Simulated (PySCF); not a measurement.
**C₃H₇NSi: electronic excitations at several levels of theory, part 1 of 2**

Aim: compute the electronic excitations of C₃H₇NSi (`[H]/N=C\[C@@H]1C[SiH2]1`) at several levels, and see how far they spread and what each costs.

The runs use PySCF 2.14.0, with density-fitted response routines of our own; the level of theory stands in each step. All values are computed, except where a source is named. Atoms count from 0, in the outputs and in this text.

## (1) The molecule as given

12 atoms, charge 0, multiplicity 1; geometry from: PBE0-D3(BJ)/def2-SVP.

Bonds of the start (Å): N0–C1 1.27, C1–C2 1.48, C2–C3 1.54, C3–Si4 1.85, Si4–C2 1.89, N0–H5 1.03, C1–H6 1.11, C2–H7 1.10, C3–H8 1.10, C3–H9 1.09, Si4–H10 1.48, Si4–H11 1.48.

## (2) Excited states and response: LDA/def2-SVPD

The job: settings as JSON, then the geometry in Å.

```
{"job": {"kind": "uv", "xc": "LDA", "basis": "def2-SVPD", "ip": true}, "charge": 0, "multiplicity": 1}
N      2.441509    -0.857216     0.145010
C      1.289263    -0.447200     0.486727
C      0.238045     0.147733    -0.361872
C     -0.769162     1.126943     0.274566
Si    -1.542358    -0.473693    -0.237550
H      2.582813    -0.711328    -0.861792
H      1.018874    -0.553444     1.554964
H      0.572321     0.406962    -1.374963
H     -0.627326     1.319770     1.344526
H     -0.975413     2.040173    -0.292653
H     -2.334913    -0.546507    -1.488330
H     -1.853234    -1.485146     0.800408
```

Method: TDDFT LDA/def2-SVPD, vertical, gas phase, core orbitals frozen in the response.

Run with:

```
$ OMP_NUM_THREADS=1 python probes_run.py task.json out
```

The driver reads the jobs from task.json and runs them one after another.

The program printed:

```text
coarse grid: 10288 points
cycle   1  E = -459.6264169111  dE =  3.879e-01  |g| = 5.814e-01  |ddm| = 5.122e+00
cycle   2  E = -459.2524869533  dE =  3.739e-01  |g| = 1.253e+00  |ddm| = 5.703e+00
cycle   3  E = -459.7160330927  dE = -4.635e-01  |g| = 1.553e-01  |ddm| = 4.736e+00
cycle   4  E = -459.7196246040  dE = -3.592e-03  |g| = 1.149e-01  |ddm| = 4.310e-01
cycle   5  E = -459.7226556055  dE = -3.031e-03  |g| = 3.326e-02  |ddm| = 2.395e-01
cycle   6  E = -459.7230102619  dE = -3.547e-04  |g| = 6.967e-03  |ddm| = 7.100e-02
cycle   7  E = -459.7230236884  dE = -1.343e-05  |g| = 1.569e-03  |ddm| = 1.468e-02
cycle   8  E = -459.7230242582  dE = -5.698e-07  |g| = 5.293e-04  |ddm| = 3.253e-03
final grid: 94152 points
cycle   9  E = -459.8032169035  dE = -3.406e-05  |g| = 3.456e-03  |ddm| = 1.207e-01
cycle  10  E = -459.8032088236  dE =  8.080e-06  |g| = 6.561e-03  |ddm| = 2.213e-02
cycle  11  E = -459.8032195692  dE = -1.075e-05  |g| = 1.201e-03  |ddm| = 1.761e-02
cycle  12  E = -459.8032199166  dE = -3.474e-07  |g| = 4.992e-04  |ddm| = 2.934e-03
cycle  13  E = -459.8032199718  dE = -5.521e-08  |g| = 1.903e-04  |ddm| = 8.897e-04
cycle  14  E = -459.8032199831  dE = -1.124e-08  |g| = 3.104e-05  |ddm| = 3.905e-04
cycle  15  E = -459.8032199833  dE = -2.302e-10  |g| = 1.362e-05  |ddm| = 7.721e-05
converged SCF energy = -459.8032199833

Static polarisability (au): isotropic 77.440, principal 65.403 67.297 99.620

Singlet excitations
state   eV       nm        f      main configurations
  1   4.5926    270.0   0.02080   H->L 0.90
  2   5.0418    245.9   0.00622   H->L+1 0.76, H-1->L 0.14
  3   5.4179    228.8   0.14243   H-1->L 0.64, H->L+1 0.16
  4   5.5033    225.3   0.02252   H->L+2 0.90
  5   5.8192    213.1   0.02352   H-1->L+1 0.70, H->L+3 0.13, H-2->L 0.09
  6   5.8604    211.6   0.02036   H->L+3 0.84, H-1->L+1 0.09
  7   6.0296    205.6   0.00059   H-1->L+2 0.96
  8   6.1897    200.3   0.03470   H->L+4 0.96
  9   6.3969    193.8   0.02278   H-1->L+3 0.48, H-2->L 0.32
 10   6.4795    191.3   0.10271   H-1->L+3 0.46, H-2->L 0.34

Triplet excitations (Tamm-Dancoff, eV): 3.9854 4.4631 4.7775 5.2683
Vertical ionisation energy (delta-SCF) = 8.7942 eV
Vertical electron affinity (delta-SCF) = -0.7850 eV
```

Wall time 63 s (1 thread of Arm Neoverse V1, shared host); peak memory 0.46 GiB.

The orbitals next to the gap, with their largest atomic shares:

```tsv
orbital	eV	atoms
HOMO−3	-8.84	Si4 31 %, H11 24 %, H10 12 %
HOMO−2	-7.54	C3 30 %, N0 18 %, Si4 13 %
HOMO−1	-6.40	N0 30 %, C2 20 %, Si4 16 %
HOMO	-5.85	N0 48 %, C1 11 %, C2 10 %
LUMO	-1.62	N0 26 %, C1 25 %, Si4 21 %
LUMO+1	-0.91	Si4 29 %, C3 13 %, H10 11 %
LUMO+2	-0.40	Si4 37 %, H10 15 %, H11 14 %
```

With each of the 10 states as a Gaussian band of 0.4 eV half-width at 1/e, the curve within the window shown has maxima at 227 nm (ε 7,500), 194 nm (ε 6,300) L/(mol cm). Beyond the last state computed it falls off for lack of states. The curve at chosen wavelengths:

```
 nm  ε (L/mol/cm)
183          2907
188          5064
193          6219
198          5983
203          5202
208          4865
213          5341
219          6569
224          7373
229          7383
234          6511
239          5108
244          3662
249          2514
254          1769
259          1358
264          1149
269          1025
274           911
280           752
285           605
290           460
295           332
300           228
305           150
310            95
```

Further results of this job:

```tsv
property	computed
dipole moment (D)	3.24
polarisability (Å³)	11.48
HOMO–LUMO gap (eV)	4.23
−ε(HOMO) (eV)	5.85
```

## (3) TDDFT and polarisability: PBE/def2-SVPD

The job, as its differences from that of step 2:

```diff
@@ -1,2 +1,2 @@
-{"job": {"kind": "uv", "xc": "LDA", "basis": "def2-SVPD", "ip": true}, "charge": 0, "multiplicity": 1}
+{"job": {"kind": "uv", "xc": "PBE", "basis": "def2-SVPD", "ip": true}, "charge": 0, "multiplicity": 1}
 N      2.441509    -0.857216     0.145010
```

Method: TDDFT PBE/def2-SVPD, vertical, gas phase, core orbitals frozen in the response.

The program printed:

```text
coarse grid: 10288 points
cycle   1  E = -461.9625790559  dE =  3.941e-01  |g| = 5.725e-01  |ddm| = 5.096e+00
cycle   2  E = -461.6093997737  dE =  3.532e-01  |g| = 1.221e+00  |ddm| = 6.286e+00
cycle   3  E = -462.0490415937  dE = -4.396e-01  |g| = 1.587e-01  |ddm| = 5.314e+00
cycle   4  E = -462.0529580907  dE = -3.916e-03  |g| = 1.106e-01  |ddm| = 4.374e-01
cycle   5  E = -462.0558713238  dE = -2.913e-03  |g| = 2.902e-02  |ddm| = 2.283e-01
cycle   6  E = -462.0561450003  dE = -2.737e-04  |g| = 6.883e-03  |ddm| = 6.541e-02
cycle   7  E = -462.0561578237  dE = -1.282e-05  |g| = 1.470e-03  |ddm| = 1.411e-02
cycle   8  E = -462.0561583387  dE = -5.150e-07  |g| = 4.568e-04  |ddm| = 3.249e-03
final grid: 94152 points
cycle   9  E = -462.1334695765  dE = -1.736e-05  |g| = 1.129e-02  |ddm| = 1.438e-01
cycle  10  E = -462.1333768116  dE =  9.276e-05  |g| = 2.103e-02  |ddm| = 8.068e-02
cycle  11  E = -462.1335024509  dE = -1.256e-04  |g| = 2.248e-03  |ddm| = 5.429e-02
cycle  12  E = -462.1335041109  dE = -1.660e-06  |g| = 6.050e-04  |ddm| = 4.112e-03
cycle  13  E = -462.1335041937  dE = -8.275e-08  |g| = 2.938e-04  |ddm| = 1.355e-03
cycle  14  E = -462.1335042138  dE = -2.006e-08  |g| = 4.922e-05  |ddm| = 7.964e-04
cycle  15  E = -462.1335042144  dE = -6.364e-10  |g| = 1.934e-05  |ddm| = 1.518e-04
converged SCF energy = -462.1335042144

Static polarisability (au): isotropic 76.309, principal 64.321 66.295 98.311

Singlet excitations
state   eV       nm        f      main configurations
  1   4.7025    263.7   0.02575   H->L 0.88, H-1->L 0.09
  2   5.1259    241.9   0.00655   H->L+1 0.74, H-1->L 0.14
  3   5.4869    226.0   0.15456   H-1->L 0.62, H->L+1 0.18
  4   5.5710    222.6   0.02246   H->L+2 0.90
  5   5.8286    212.7   0.01280   H-1->L+1 0.78, H-2->L 0.10
  6   5.8771    211.0   0.01124   H->L+3 0.93
  7   6.0792    203.9   0.00077   H-1->L+2 0.97
  8   6.1889    200.3   0.03384   H->L+4 0.96
  9   6.4021    193.7   0.00742   H-1->L+3 0.69, H-2->L 0.17
 10   6.4843    191.2   0.10644   H-2->L 0.45, H-1->L+3 0.27

Triplet excitations (Tamm-Dancoff, eV): 3.9766 4.4253 4.7302 5.2842
Vertical ionisation energy (delta-SCF) = 8.6191 eV
Vertical electron affinity (delta-SCF) = -0.9293 eV
```

It took 87 s on 1 thread of Arm Neoverse V1, shared host; peak memory 0.64 GiB.

This run: HOMO -5.75 eV, LUMO -1.40 eV; lowest singlet 4.70 eV.

## (4) Excited states and response: B3LYP/def2-SVPD

The job, as its differences from that of step 3:

```diff
@@ -1,2 +1,2 @@
-{"job": {"kind": "uv", "xc": "PBE", "basis": "def2-SVPD", "ip": true}, "charge": 0, "multiplicity": 1}
+{"job": {"kind": "uv", "xc": "B3LYP", "basis": "def2-SVPD", "ip": true}, "charge": 0, "multiplicity": 1}
 N      2.441509    -0.857216     0.145010
```

Method: TDDFT B3LYP/def2-SVPD, vertical, gas phase, core orbitals frozen in the response.

The program printed:

```text
coarse grid: 10288 points
cycle   1  E = -462.3947093533  dE =  4.657e-01  |g| = 4.944e-01  |ddm| = 4.989e+00
cycle   2  E = -462.2756886794  dE =  1.190e-01  |g| = 8.370e-01  |ddm| = 3.926e+00
cycle   3  E = -462.4601331419  dE = -1.844e-01  |g| = 9.561e-02  |ddm| = 3.011e+00
cycle   4  E = -462.4614402004  dE = -1.307e-03  |g| = 5.966e-02  |ddm| = 1.989e-01
cycle   5  E = -462.4623443853  dE = -9.042e-04  |g| = 9.523e-03  |ddm| = 1.155e-01
cycle   6  E = -462.4623698919  dE = -2.551e-05  |g| = 2.961e-03  |ddm| = 2.078e-02
cycle   7  E = -462.4623720931  dE = -2.201e-06  |g| = 4.636e-04  |ddm| = 6.851e-03
final grid: 94152 points
cycle   8  E = -462.5288738224  dE = -2.285e-05  |g| = 4.227e-03  |ddm| = 1.110e-01
cycle   9  E = -462.5288688173  dE =  5.005e-06  |g| = 5.975e-03  |ddm| = 2.418e-02
cycle  10  E = -462.5288786062  dE = -9.789e-06  |g| = 5.030e-04  |ddm| = 1.428e-02
cycle  11  E = -462.5288786813  dE = -7.513e-08  |g| = 1.408e-04  |ddm| = 1.000e-03
cycle  12  E = -462.5288786844  dE = -3.096e-09  |g| = 8.258e-05  |ddm| = 2.946e-04
cycle  13  E = -462.5288786861  dE = -1.658e-09  |g| = 2.548e-05  |ddm| = 1.816e-04
cycle  14  E = -462.5288786862  dE = -1.446e-10  |g| = 5.756e-06  |ddm| = 6.816e-05
converged SCF energy = -462.5288786862

Static polarisability (au): isotropic 74.030, principal 62.713 64.843 94.534

Singlet excitations
state   eV       nm        f      main configurations
  1   5.1176    242.3   0.02440   H->L 0.57, H-1->L 0.26, H->L+1 0.09
  2   5.8425    212.2   0.20161   H-1->L 0.58, H->L 0.30
  3   5.9143    209.6   0.05193   H->L+1 0.85
  4   6.1311    202.2   0.02737   H->L+2 0.87
  5   6.3665    194.7   0.01041   H-1->L+1 0.77
  6   6.4359    192.6   0.00519   H->L+3 0.88
  7   6.7041    184.9   0.01906   H->L+4 0.83
  8   6.8648    180.6   0.00506   H-1->L+2 0.91
  9   6.9329    178.8   0.06182   H-2->L 0.67, H->L+5 0.16
 10   7.0868    175.0   0.02209   H-1->L+3 0.74, H-1->L+4 0.14

Triplet excitations (Tamm-Dancoff, eV): 4.2626 4.6222 4.9806 5.8692
Vertical ionisation energy (delta-SCF) = 8.8646 eV
```

Run time: 76 s. Hardware: 1 thread of Arm Neoverse V1, shared host; peak memory 0.74 GiB.

In short: HOMO -6.77 eV, LUMO -0.68 eV; lowest singlet 5.12 eV.

## (5) Ultraviolet spectrum: PBE0/def2-SVPD

The job, as its differences from that of step 4:

```diff
@@ -1,2 +1,2 @@
-{"job": {"kind": "uv", "xc": "B3LYP", "basis": "def2-SVPD", "ip": true}, "charge": 0, "multiplicity": 1}
+{"job": {"kind": "uv", "xc": "PBE0", "basis": "def2-SVPD", "ip": true}, "charge": 0, "multiplicity": 1}
 N      2.441509    -0.857216     0.145010
```

Method: TDDFT PBE0/def2-SVPD, vertical, gas phase, core orbitals frozen in the response.

The program printed:

```text
coarse grid: 10288 points
cycle   1  E = -462.0673608584  dE =  4.776e-01  |g| = 4.388e-01  |ddm| = 4.954e+00
cycle   2  E = -461.9971368824  dE =  7.022e-02  |g| = 6.931e-01  |ddm| = 3.174e+00
cycle   3  E = -462.1195918458  dE = -1.225e-01  |g| = 8.053e-02  |ddm| = 2.371e+00
cycle   4  E = -462.1205954175  dE = -1.004e-03  |g| = 4.828e-02  |ddm| = 1.647e-01
cycle   5  E = -462.1211893150  dE = -5.939e-04  |g| = 7.402e-03  |ddm| = 9.703e-02
cycle   6  E = -462.1212040677  dE = -1.475e-05  |g| = 2.285e-03  |ddm| = 1.681e-02
cycle   7  E = -462.1212053644  dE = -1.297e-06  |g| = 4.159e-04  |ddm| = 6.033e-03
final grid: 94152 points
cycle   8  E = -462.1786906804  dE = -1.936e-05  |g| = 6.493e-03  |ddm| = 9.933e-02
cycle   9  E = -462.1786814256  dE =  9.255e-06  |g| = 8.628e-03  |ddm| = 3.660e-02
cycle  10  E = -462.1787021337  dE = -2.071e-05  |g| = 5.854e-04  |ddm| = 2.034e-02
cycle  11  E = -462.1787022319  dE = -9.825e-08  |g| = 1.490e-04  |ddm| = 1.150e-03
cycle  12  E = -462.1787022365  dE = -4.606e-09  |g| = 5.716e-05  |ddm| = 3.057e-04
cycle  13  E = -462.1787022373  dE = -7.610e-10  |g| = 2.969e-05  |ddm| = 1.457e-04
converged SCF energy = -462.1787022373

Static polarisability (au): isotropic 73.357, principal 62.077 64.321 93.673

Singlet excitations
state   eV       nm        f      main configurations
  1   5.2013    238.4   0.02258   H->L 0.51, H-1->L 0.29, H->L+1 0.10
  2   5.9720    207.6   0.24555   H-1->L 0.50, H->L 0.39
  3   6.1252    202.4   0.04019   H->L+1 0.85
  4   6.3173    196.3   0.02448   H->L+2 0.88
  5   6.6015    187.8   0.00528   H-1->L+1 0.69, H-2->L 0.08
  6   6.6546    186.3   0.00603   H->L+3 0.83
  7   6.9375    178.7   0.01625   H->L+4 0.75
  8   7.1271    174.0   0.07010   H-2->L 0.65, H->L+5 0.13
  9   7.1649    173.0   0.00305   H-1->L+2 0.90
 10   7.3437    168.8   0.02736   H->L+5 0.54, H-1->L+3 0.17, H-1->L+4 0.10

Triplet excitations (Tamm-Dancoff, eV): 4.2604 4.6188 5.0006 5.9937
Vertical ionisation energy (delta-SCF) = 8.8705 eV
```

It took 60 s on 1 thread of Arm Neoverse V1, shared host; peak memory 0.74 GiB.

Key values: HOMO -6.98 eV, LUMO -0.45 eV; lowest singlet 5.20 eV.

## (6) Ultraviolet spectrum: BHandHLYP/def2-SVPD

The job, as its differences from that of step 5:

```diff
@@ -1,2 +1,2 @@
-{"job": {"kind": "uv", "xc": "PBE0", "basis": "def2-SVPD", "ip": true}, "charge": 0, "multiplicity": 1}
+{"job": {"kind": "uv", "xc": "BHandHLYP", "basis": "def2-SVPD", "ip": true}, "charge": 0, "multiplicity": 1}
 N      2.441509    -0.857216     0.145010
```

With the program's defaults for keys left out, this is: TDDFT BHandHLYP/def2-SVPD, vertical, gas phase, core orbitals frozen in the response.

The program printed:

```text
coarse grid: 10288 points
cycle   1  E = -462.2962134985  dE =  5.940e-01  |g| = 4.110e-01  |ddm| = 4.808e+00
cycle   2  E = -462.2952814570  dE =  9.320e-04  |g| = 4.735e-01  |ddm| = 2.115e+00
cycle   3  E = -462.3462040271  dE = -5.092e-02  |g| = 6.021e-02  |ddm| = 1.457e+00
cycle   4  E = -462.3468754097  dE = -6.714e-04  |g| = 3.910e-02  |ddm| = 1.247e-01
cycle   5  E = -462.3472865017  dE = -4.111e-04  |g| = 5.137e-03  |ddm| = 7.481e-02
cycle   6  E = -462.3472964210  dE = -9.919e-06  |g| = 1.703e-03  |ddm| = 1.433e-02
final grid: 94152 points
cycle   7  E = -462.3908124746  dE = -1.133e-05  |g| = 2.449e-03  |ddm| = 7.264e-02
cycle   8  E = -462.3908123133  dE =  1.613e-07  |g| = 2.644e-03  |ddm| = 9.234e-03
cycle   9  E = -462.3908141839  dE = -1.871e-06  |g| = 3.164e-04  |ddm| = 4.027e-03
cycle  10  E = -462.3908142050  dE = -2.109e-08  |g| = 1.567e-04  |ddm| = 8.413e-04
cycle  11  E = -462.3908142103  dE = -5.337e-09  |g| = 3.051e-05  |ddm| = 5.778e-04
cycle  12  E = -462.3908142107  dE = -3.482e-10  |g| = 8.745e-06  |ddm| = 9.670e-05
converged SCF energy = -462.3908142107

Static polarisability (au): isotropic 71.265, principal 60.568 62.914 90.313

Singlet excitations
state   eV       nm        f      main configurations
  1   5.5432    223.7   0.01907   H-1->L 0.21, H->L 0.19, H-1->L+1 0.17
  2   6.3186    196.2   0.31502   H->L 0.74, H-1->L 0.13
  3   6.5469    189.4   0.01822   H->L+1 0.68, H->L+3 0.11
  4   6.7010    185.0   0.07070   H->L+2 0.75
  5   6.9972    177.2   0.01062   H->L+4 0.52, H->L+3 0.27, H->L+1 0.09
  6   7.1882    172.5   0.01012   H->L+3 0.39, H->L+4 0.19, H-2->L 0.14
  7   7.4488    166.4   0.02029   H-1->L 0.25, H-1->L+1 0.23, H->L+4 0.16
  8   7.6588    161.9   0.01759   H->L+5 0.72
  9   7.8050    158.9   0.10312   H->L+6 0.21, H->L+7 0.13, H-2->L 0.13
 10   7.8465    158.0   0.02969   H->L+6 0.29, H-2->L 0.25, H->L+5 0.12

Triplet excitations (Tamm-Dancoff, eV): 4.4378 4.8373 5.1719 6.3533
Vertical ionisation energy (delta-SCF) = 8.9076 eV
```

It took 62 s on 1 thread of Arm Neoverse V1, shared host; peak memory 0.74 GiB.

This run: HOMO -7.99 eV, LUMO 0.48 eV; lowest singlet 5.54 eV.

## (7) Excited states and response: CAM-B3LYP/def2-SVPD

The job, as its differences from that of step 6:

```diff
@@ -1,2 +1,2 @@
-{"job": {"kind": "uv", "xc": "BHandHLYP", "basis": "def2-SVPD", "ip": true}, "charge": 0, "multiplicity": 1}
+{"job": {"kind": "uv", "xc": "CAM-B3LYP", "basis": "def2-SVPD", "ip": true}, "charge": 0, "multiplicity": 1}
 N      2.441509    -0.857216     0.145010
```

Level: TDDFT CAM-B3LYP/def2-SVPD, vertical, gas phase, core orbitals frozen in the response.

The program printed:

```text
coarse grid: 10288 points
cycle   1  E = -462.2876325460  dE =  5.796e-01  |g| = 4.422e-01  |ddm| = 4.851e+00
cycle   2  E = -462.2694263482  dE =  1.821e-02  |g| = 5.730e-01  |ddm| = 2.650e+00
cycle   3  E = -462.3425309549  dE = -7.310e-02  |g| = 6.226e-02  |ddm| = 1.721e+00
cycle   4  E = -462.3432488088  dE = -7.179e-04  |g| = 4.035e-02  |ddm| = 1.334e-01
cycle   5  E = -462.3436762082  dE = -4.274e-04  |g| = 5.767e-03  |ddm| = 7.818e-02
cycle   6  E = -462.3436886976  dE = -1.249e-05  |g| = 1.979e-03  |ddm| = 1.543e-02
cycle   7  E = -462.3436900463  dE = -1.349e-06  |g| = 7.696e-04  |ddm| = 7.360e-03
final grid: 94152 points
cycle   8  E = -462.4116641800  dE = -1.878e-05  |g| = 2.658e-03  |ddm| = 6.984e-02
cycle   9  E = -462.4116643704  dE = -1.904e-07  |g| = 2.588e-03  |ddm| = 1.328e-02
cycle  10  E = -462.4116661014  dE = -1.731e-06  |g| = 2.011e-04  |ddm| = 6.174e-03
cycle  11  E = -462.4116661099  dE = -8.505e-09  |g| = 1.293e-04  |ddm| = 6.701e-04
cycle  12  E = -462.4116661137  dE = -3.764e-09  |g| = 3.406e-05  |ddm| = 2.213e-04
cycle  13  E = -462.4116661139  dE = -2.814e-10  |g| = 1.088e-05  |ddm| = 1.102e-04
converged SCF energy = -462.4116661139

Static polarisability (au): isotropic 72.495, principal 61.804 63.856 91.827

Singlet excitations
state   eV       nm        f      main configurations
  1   5.3370    232.3   0.01481   H->L 0.27, H-1->L 0.25, H-1->L+1 0.14
  2   6.1757    200.8   0.30112   H->L 0.61, H-1->L 0.25
  3   6.4099    193.4   0.02280   H->L+1 0.66, H->L+3 0.10, H->L+2 0.09
  4   6.5520    189.2   0.05054   H->L+2 0.67, H->L+1 0.09
  5   6.8741    180.4   0.01063   H->L+4 0.50, H->L+3 0.32
  6   7.0357    176.2   0.00422   H->L+3 0.22, H-2->L 0.22, H-1->L+1 0.14
  7   7.1987    172.2   0.02525   H-1->L+1 0.26, H->L+4 0.17, H->L+3 0.14
  8   7.4621    166.2   0.01368   H->L+5 0.52, H-2->L 0.23
  9   7.5904    163.3   0.10929   H-2->L 0.27, H->L+5 0.24, H-1->L+4 0.15
 10   7.6741    161.6   0.01029   H->L+6 0.35, H->L+7 0.23, H-1->L+2 0.13

Triplet excitations (Tamm-Dancoff, eV): 4.4269 4.7221 5.1462 6.2344
Vertical ionisation energy (delta-SCF) = 9.0437 eV
```

Wall time 92 s (1 thread of Arm Neoverse V1, shared host); peak memory 0.83 GiB.

This run: HOMO -8.27 eV, LUMO 0.57 eV; lowest singlet 5.34 eV.

## (8) Excited states and response: wB97X-D/def2-SVPD

The job, as its differences from that of step 7:

```diff
@@ -1,2 +1,2 @@
-{"job": {"kind": "uv", "xc": "CAM-B3LYP", "basis": "def2-SVPD", "ip": true}, "charge": 0, "multiplicity": 1}
+{"job": {"kind": "uv", "xc": "wB97X-D", "basis": "def2-SVPD", "ip": true}, "charge": 0, "multiplicity": 1}
 N      2.441509    -0.857216     0.145010
```

Level: TDDFT wB97X-D/def2-SVPD, vertical, gas phase, core orbitals frozen in the response.

The program printed:

```text
coarse grid: 10288 points
cycle   1  E = -462.3238022931  dE =  5.988e-01  |g| = 4.346e-01  |ddm| = 4.764e+00
cycle   2  E = -462.3210506886  dE =  2.752e-03  |g| = 5.140e-01  |ddm| = 2.074e+00
cycle   3  E = -462.3781834322  dE = -5.713e-02  |g| = 5.148e-02  |ddm| = 1.338e+00
cycle   4  E = -462.3788275264  dE = -6.441e-04  |g| = 3.302e-02  |ddm| = 1.211e-01
cycle   5  E = -462.3791300120  dE = -3.025e-04  |g| = 5.538e-03  |ddm| = 7.231e-02
cycle   6  E = -462.3791449475  dE = -1.494e-05  |g| = 1.840e-03  |ddm| = 1.894e-02
cycle   7  E = -462.3791467177  dE = -1.770e-06  |g| = 7.601e-04  |ddm| = 8.150e-03
final grid: 94152 points
cycle   8  E = -462.4429285441  dE = -6.786e-05  |g| = 5.277e-03  |ddm| = 1.343e-01
cycle   9  E = -462.4429279817  dE =  5.624e-07  |g| = 5.926e-03  |ddm| = 1.819e-02
cycle  10  E = -462.4429352620  dE = -7.280e-06  |g| = 6.545e-04  |ddm| = 1.549e-02
cycle  11  E = -462.4429353536  dE = -9.154e-08  |g| = 3.717e-04  |ddm| = 2.630e-03
cycle  12  E = -462.4429353941  dE = -4.053e-08  |g| = 4.982e-05  |ddm| = 1.582e-03
cycle  13  E = -462.4429353954  dE = -1.307e-09  |g| = 1.671e-05  |ddm| = 4.779e-04
cycle  14  E = -462.4429353956  dE = -1.738e-10  |g| = 5.993e-06  |ddm| = 2.069e-04
converged SCF energy = -462.4429353956

Static polarisability (au): isotropic 72.691, principal 61.646 64.120 92.308

Singlet excitations
state   eV       nm        f      main configurations
  1   5.3648    231.1   0.01602   H->L 0.33, H-1->L 0.27, H-1->L+1 0.14
  2   6.2045    199.8   0.32313   H->L 0.57, H-1->L 0.30
  3   6.5389    189.6   0.03036   H->L+1 0.72
  4   6.7145    184.7   0.03575   H->L+2 0.67, H->L+3 0.12
  5   7.0551    175.7   0.01219   H->L+4 0.61, H->L+3 0.11
  6   7.1785    172.7   0.00125   H-2->L 0.28, H->L+3 0.25, H-1->L+1 0.19
  7   7.3879    167.8   0.02453   H-1->L+1 0.25, H->L+3 0.18, H->L+4 0.14
  8   7.6114    162.9   0.04675   H-2->L 0.35, H->L+5 0.20, H->L+3 0.14
  9   7.7101    160.8   0.13410   H->L+5 0.31, H-2->L+1 0.24, H-2->L 0.09
 10   7.8664    157.6   0.00579   H->L+6 0.39, H->L+5 0.24, H->L+7 0.09

Triplet excitations (Tamm-Dancoff, eV): 4.5064 4.8087 5.2759 6.3913
Vertical ionisation energy (delta-SCF) = 9.0177 eV
```

Wall time 74 s (1 thread of Arm Neoverse V1, shared host); peak memory 0.79 GiB.

In short: HOMO -8.80 eV, LUMO 1.27 eV; lowest singlet 5.36 eV.

(Continued in part 2 of 2.)
